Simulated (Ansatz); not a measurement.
**C2H6Ga (SMILES C[Ga]C) at UCCSD(T)/6-31G(d) (spherical functions)**

What is the energy change on altering one bond length of C2H6Ga at UCCSD(T)/6-31G* (spherical functions)? 

The results are computed with Ansatz 0.2.0.

70 further runs of the same task are left out: 1 that didn't finish, 69 set aside as unsound or not needed.

**1. The system as given**

The species is C2H6Ga (9 atoms), meant as a doublet with charge 0. As SMILES, `C[Ga]C`. Geometry: relaxed at PBE0-D4/def2-TZVP.

Bond lengths: C1–Ga2 1.998 Å, Ga2–C3 1.998 Å, C1–H4 1.095 Å, C1–H5 1.095 Å, C1–H6 1.089 Å, C3–H7 1.089 Å, C3–H8 1.095 Å, C3–H9 1.095 Å. Some angles: C1–Ga2–C3 118.1°, Ga2–C1–H4 108.6°, Ga2–C1–H5 108.9°, Ga2–C1–H6 113.3°, Ga2–C3–H7 113.3°, Ga2–C3–H8 108.8°, Ga2–C3–H9 108.7°, H4–C1–H5 107.9°, H4–C1–H6 109.0°, H5–C1–H6 109.1°.

**2. A single-point energy at UCCSD(T)/6-31G(d) (spherical functions)**

The input, run.yaml:

```yaml
crystal:
  periodic: [false, false, false]
  atoms:
    - {symbol: C, position_ang: [-1.246620, 1.163020, 0.175280]}
    - {symbol: Ga, position_ang: [0.456630, 0.385560, 0.873010]}
    - {symbol: C, position_ang: [1.273950, -1.139610, -0.126050]}
    - {symbol: H, position_ang: [-2.014290, 0.382510, 0.177460]}
    - {symbol: H, position_ang: [-1.092470, 1.479700, -0.861100]}
    - {symbol: H, position_ang: [-1.602690, 2.011340, 0.758180]}
    - {symbol: H, position_ang: [2.201980, -1.496820, 0.318200]}
    - {symbol: H, position_ang: [1.469380, -0.822030, -1.155250]}
    - {symbol: H, position_ang: [0.554120, -1.963680, -0.159730]}
basis:
  gaussian:
    orbitals: 6-31G_st_-spherical.json
accuracy: high
magnetization:
  spin_polarized: true
  initial_magnetization: 1
correlation:
  method: ccsd_t
  frozen_orbitals: {C: 1, Ga: 9, H: 0}
scf:
  omitted_lower_state_checks: [cluster_reference, increment]
```

The basis set 6-31G* is read from a file made from the Basis Set Exchange's data (not shown).

Run with:

```bash
ansatz run run.yaml --threads 1 --pin off --max-ram 3480MiB --events-out events.jsonl --progress --plain --runs-dir runs
```

What it wrote, cut to the lines that bear on the results:

```text
Warning: RAYON_NUM_THREADS=1 ignored (pool sized by the plan → 1); use --threads N
Functional definition: HF
  name "HF"
[...]
1662 factors; integrals over basis functions are off by at most 4.7e-9 eV
[...]
mean field -54481.50236546 eV, -2002.1582830421 hartree, gradient 8.8e-8 eV, S^2 0.755469; 0 other end points of the search recorded, 0 dependent functions left out
11 core orbitals not correlated: weight in the atoms' cores, before any rotation towards them, 1.000 or more for the frozen orbitals, at most 0.000 for the correlated occupied ones
reference -54481.50236546 eV, -2002.1582830421 hartree; 14, 13 occupied and 47, 48 virtual orbitals, 1662 factors
second order -13.32648309 eV of doubles, -0.00000000 eV of singles
cycle   1  -13.30356954 eV  change    2.3e-2 eV  update   9.2e-2
[...]
cycle  23  -13.85595018 eV  change   2.5e-11 eV  update   2.2e-9
perturbative correction -0.34689873 eV, -0.0127482932 hartree
Total energy: -54495.70521437 eV, -2002.6802281126 hartree
Checks for a lower state left out: cluster_reference, increment
```

Run time: 37 s. Hardware: 1 thread of Arm Neoverse V2, shared host; peak memory 0.55 GiB.

**3. The distorted shape, same level**

The input, molecule.yaml:

```yaml
crystal:
  periodic: [false, false, false]
  atoms:
    - {symbol: C, position_ang: [-2.360274, 1.591679, -0.357829]}
    - {symbol: Ga, position_ang: [-0.657024, 0.814219, 0.339901]}
    - {symbol: C, position_ang: [0.160296, -0.710951, -0.659159]}
    - {symbol: H, position_ang: [-3.127944, 0.811169, -0.355649]}
    - {symbol: H, position_ang: [-2.206124, 1.908359, -1.394209]}
    - {symbol: H, position_ang: [-2.716344, 2.439999, 0.225071]}
    - {symbol: H, position_ang: [2.201980, -1.496820, 0.318200]}
    - {symbol: H, position_ang: [0.355726, -0.393371, -1.688359]}
    - {symbol: H, position_ang: [-0.559534, -1.535021, -0.692839]}
basis:
  gaussian:
    orbitals: 6-31G_st_-spherical.json
magnetization:
  spin_polarized: true
  initial_magnetization: 1
accuracy: high
correlation:
  method: ccsd_t
  frozen_orbitals: {C: 1, Ga: 9, H: 0}
scf:
  omitted_lower_state_checks: [cluster_reference, increment]
```

The basis set 6-31G* is read from a file made from the Basis Set Exchange's data (not shown).

Run with:

```bash
ansatz run molecule.yaml --threads 1 --pin off --max-ram 3480MiB --events-out events.jsonl --progress --plain --runs-dir runs
```

What it wrote, cut to the lines that bear on the results:

```text
Warning: RAYON_NUM_THREADS=1 ignored (pool sized by the plan → 1); use --threads N
Functional definition: HF
  name "HF"
[...]
1664 factors; integrals over basis functions are off by at most 4.7e-9 eV
[...]
mean field -54477.78223808 eV, -2002.0215708823 hartree, gradient 2.3e-8 eV, S^2 1.659585; 9 other end points of the search recorded, 0 dependent functions left out
11 core orbitals not correlated: weight in the atoms' cores, before any rotation towards them, 1.000 or more for the frozen orbitals, at most 0.000 for the correlated occupied ones
reference -54477.78223808 eV, -2002.0215708823 hartree; 14, 13 occupied and 47, 48 virtual orbitals, 1664 factors
second order -12.58413765 eV of doubles, -0.00000000 eV of singles
cycle   1  -12.58987620 eV  change   -5.7e-3 eV  update   9.4e-2
[...]
cycle  49  -13.28130650 eV  change   -1.0e-9 eV  update   1.9e-9
perturbative correction -0.40405671 eV, -0.0148488101 hartree
Total energy: -54491.46760129 eV, -2002.5244987039 hartree
Checks for a lower state left out: cluster_reference, increment
```

Wall time 70 s (1 thread of Arm Neoverse V2, shared host); peak memory 0.54 GiB.

**4. Outcome**

Level: UCCSD(T)/6-31G* (spherical functions), 11 core orbitals frozen.

| quantity | value |
| --- | --- |
| first shape: total energy | -2002.68023 Eh |
| first shape: correlation energy (11 core orbitals frozen) | -521.9 mEh |
| first shape: (T) correction | -12.75 mEh |
| first shape: ⟨S²⟩ of the reference determinant | 0.755 |
| first shape: T1 diagnostic | 0.012 |
| distorted shape: total energy | -2002.52450 Eh |
| distorted shape: correlation energy (11 core orbitals frozen) | -502.9 mEh |
| distorted shape: (T) correction | -14.85 mEh |
| distorted shape: ⟨S²⟩ of the reference determinant | 1.660 |
| distorted shape: T1 diagnostic | 0.027 |
| energy change with the C3–H7 bond stretched from 1.089 to 2.396 Å | 4.238 eV |

With the C3–H7 bond stretched from 1.089 to 2.396 Å the energy rises by 4.24 eV (98 kcal/mol). The first shape isn't relaxed at this level, so the change isn't measured from a minimum. The triples (first shape) make up 2.4 % of the correlation energy. ⟨S²⟩ (distorted shape) is 1.66 where a pure doublet has 0.75: the reference is spin-contaminated. The triples (distorted shape) make up 3.0 % of the correlation energy.
